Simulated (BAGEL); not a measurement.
# B2H3SClO (SMILES BSB(O)Cl): HF/STO-3G (density fitting with qzvpp-jkfit)

Aim: the vertical ionisation energy of B2H3SClO at HF/STO-3G (density fitting with qzvpp-jkfit), from 2 runs. 

The calculation is run with BAGEL 1.2.2.

3 further runs of the same task are left out: 3 set aside as unsound or not needed.

## (1) The molecule

The species is B2H3SClO (8 atoms), meant as a singlet with charge 0. As SMILES, `BSB(O)Cl`. The shape is that of a PBE0-D4/def2-TZVP optimisation. This is one conformer, not always the lowest.

Bond lengths: B1–S2 1.779 Å, S2–B3 1.842 Å, B3–O4 1.346 Å, B3–Cl5 1.747 Å, B1–H6 1.187 Å, B1–H7 1.191 Å, O4–H8 0.962 Å. Angles: B1–S2–B3 107.6°, S2–B3–O4 118.3°, S2–B3–Cl5 124.3°, O4–B3–Cl5 117.4°, S2–B1–H6 121.5°, S2–B1–H7 115.3°, B3–O4–H8 114.1°, H6–B1–H7 123.2°.

## (2) A single-point energy at HF/STO-3G (density fitting with qzvpp-jkfit)

hf.json

```json
{ "bagel": [

{
  "title": "molecule",
  "basis": "sto-3g",
  "df_basis": "qzvpp-jkfit",
  "angstrom": "true",
  "geometry": [
    { "atom": "B", "xyz": [      -0.692400,       0.046900,       1.667900 ] },
    { "atom": "S", "xyz": [      -1.023900,       0.057700,      -0.080400 ] },
    { "atom": "B", "xyz": [       0.593700,      -0.049400,      -0.954900 ] },
    { "atom": "O", "xyz": [       0.593200,      -0.057300,      -2.300500 ] },
    { "atom": "Cl", "xyz": [       2.142800,      -0.141200,      -0.151500 ] },
    { "atom": "H", "xyz": [       0.415800,      -0.020700,       2.088900 ] },
    { "atom": "H", "xyz": [      -1.653800,       0.111600,       2.368200 ] },
    { "atom": "H", "xyz": [      -0.283200,      -0.004800,      -2.693500 ] }
  ]
},

{
  "title": "hf"
},

{
  "title": "print",
  "file": "orbitals.molden",
  "orbitals": "true"
}

]}
```

Launch:

```console
$ BAGEL_NUM_THREADS=1 BAGEL hf.json > hf.out
```

Log:

```text
* using 1 threads per process

  ===============================================================
  ===============================================================

  *** Geometry ***

  { "atom" : "B", "xyz" : [     -1.308446,      0.088628,      3.151874 ] },
  { "atom" : "S", "xyz" : [     -1.934891,      0.109037,     -0.151934 ] },
  { "atom" : "B", "xyz" : [      1.121930,     -0.093352,     -1.804499 ] },
  { "atom" : "O", "xyz" : [      1.120986,     -0.108281,     -4.347315 ] },
  { "atom" : "Cl", "xyz" : [      4.049305,     -0.266829,     -0.286294 ] },
  { "atom" : "H", "xyz" : [      0.785748,     -0.039117,      3.947449 ] },
  { "atom" : "H", "xyz" : [     -3.125229,      0.210893,      4.475249 ] },
  { "atom" : "H", "xyz" : [     -0.535170,     -0.009071,     -5.089977 ] },

  Number of auxiliary basis functions:      537

  Since a DF basis is specified, we compute 2- and 3-index integrals:
    o Being stored without compression. Storage requirement is 0.006 GB

  Number of basis functions:       36
  Number of electrons      :       54

    * METHOD: MOLECULE                             0.20

  *** RHF ***

  === Nuclear Repulsion ===
   240.3213891421

      * DIIS with orbital gradients will be used.

  === RHF iteration (sto-3g) ===
      0       -972.12629296          0.01524630           0.04
      1       -972.22697502          0.00525647           0.03
      2       -972.23735744          0.00097626           0.03
      3       -972.23796688          0.00015256           0.03
      4       -972.23798375          0.00004904           0.03
      5       -972.23798620          0.00001491           0.03
      6       -972.23798645          0.00000254           0.03
      7       -972.23798646          0.00000071           0.03
      8       -972.23798646          0.00000020           0.03
      9       -972.23798646          0.00000006           0.03
     10       -972.23798646          0.00000002           0.03
     11       -972.23798646          0.00000001           0.03
    * SCF iteration converged.

    * Permanent dipole moment:
           (    0.929420,    -0.054763,     0.490829) a.u.

    * METHOD: HF                                   0.50

    * METHOD: PRINT                                0.00

  ===============================================================
```

Wall time 0.86 s (1 thread of Arm Neoverse V2, shared host).

## (3) The doublet cation

job.json

```json
{ "bagel" : [

{
  "title" : "molecule",
  "basis" : "sto-3g",
  "df_basis" : "qzvpp-jkfit",
  "angstrom" : true,
  "geometry" : [
    { "atom" : "B", "xyz" : [   -0.692400,    0.046900,    1.667900 ] },
    { "atom" : "S", "xyz" : [   -1.023900,    0.057700,   -0.080400 ] },
    { "atom" : "B", "xyz" : [    0.593700,   -0.049400,   -0.954900 ] },
    { "atom" : "O", "xyz" : [    0.593200,   -0.057300,   -2.300500 ] },
    { "atom" : "Cl", "xyz" : [    2.142800,   -0.141200,   -0.151500 ] },
    { "atom" : "H", "xyz" : [    0.415800,   -0.020700,    2.088900 ] },
    { "atom" : "H", "xyz" : [   -1.653800,    0.111600,    2.368200 ] },
    { "atom" : "H", "xyz" : [   -0.283200,   -0.004800,   -2.693500 ] }
  ]
},
{ "title" : "uhf", "charge" : 1, "nopen" : 1 },
{ "title" : "print", "file" : "orbitals.molden", "orbitals" : true }

]}
```

Launch:

```console
$ BAGEL_NUM_THREADS=1 BAGEL job.json > job.out
```

Log:

```text
* using 1 threads per process

  ===============================================================
  ===============================================================

  *** Geometry ***

  { "atom" : "B", "xyz" : [     -1.308446,      0.088628,      3.151874 ] },
  { "atom" : "S", "xyz" : [     -1.934891,      0.109037,     -0.151934 ] },
  { "atom" : "B", "xyz" : [      1.121930,     -0.093352,     -1.804499 ] },
  { "atom" : "O", "xyz" : [      1.120986,     -0.108281,     -4.347315 ] },
  { "atom" : "Cl", "xyz" : [      4.049305,     -0.266829,     -0.286294 ] },
  { "atom" : "H", "xyz" : [      0.785748,     -0.039117,      3.947449 ] },
  { "atom" : "H", "xyz" : [     -3.125229,      0.210893,      4.475249 ] },
  { "atom" : "H", "xyz" : [     -0.535170,     -0.009071,     -5.089977 ] },

  Number of auxiliary basis functions:      537

  Since a DF basis is specified, we compute 2- and 3-index integrals:
    o Being stored without compression. Storage requirement is 0.006 GB

  Number of basis functions:       36
  Number of electrons      :       54

    * METHOD: MOLECULE                             0.19

  *** Open-shell HF ***

  === Nuclear Repulsion ===
   240.3213891421

      * DIIS with orbital gradients will be used.

  === UHF iteration (sto-3g) ===
      0       -971.80752877          0.03412359           0.07
      1       -971.94472204          0.01415396           0.06
      2       -971.96031982          0.00631648           0.06
      3       -971.96379690          0.00068577           0.06
      4       -971.96402026          0.00010772           0.06
      5       -971.96404356          0.00003841           0.06
      6       -971.96405368          0.00002167           0.06
      7       -971.96405723          0.00001871           0.06
      8       -971.96406274          0.00000800           0.06
      9       -971.96406320          0.00000391           0.06
     10       -971.96406328          0.00000136           0.06
     11       -971.96406339          0.00000050           0.06
     12       -971.96406340          0.00000017           0.06
     13       -971.96406340          0.00000006           0.06
     14       -971.96406340          0.00000003           0.06
     15       -971.96406340          0.00000001           0.06
    * SCF iteration converged.

    * S^2 (UHF) is 0.7596

    * Permanent dipole moment:
           (    2.573281,    -0.162652,    -0.330539) a.u.

    * METHOD: UHF                                  1.12

    * METHOD: PRINT                                0.00

  ===============================================================
```

Wall time 1.5 s (1 thread of Arm Neoverse V2, shared host).

## (4) Summary of results

At HF/STO-3G (density fitting with qzvpp-jkfit):

```
                                          quantity          value
                    singlet B2H3SClO: total energy  -972.23799 Eh
                   singlet B2H3SClO: dipole moment         2.68 D
                     singlet B2H3SClO: HOMO energy       -8.64 eV
                     singlet B2H3SClO: LUMO energy        6.23 eV
                   singlet B2H3SClO: HOMO–LUMO gap       14.87 eV
                      doublet cation: total energy  -971.96406 Eh
                              doublet cation: ⟨S²⟩          0.760
vertical ionisation energy (to the doublet cation)       7.454 eV
```

**Reading.** The vertical ionisation energy comes to 7.45 eV (719 kJ/mol). −ε(HOMO) before ionisation, 8.64 eV, is 1.19 eV above this ionisation energy. In a minimal basis such a difference can be off by several eV, whatever the method.
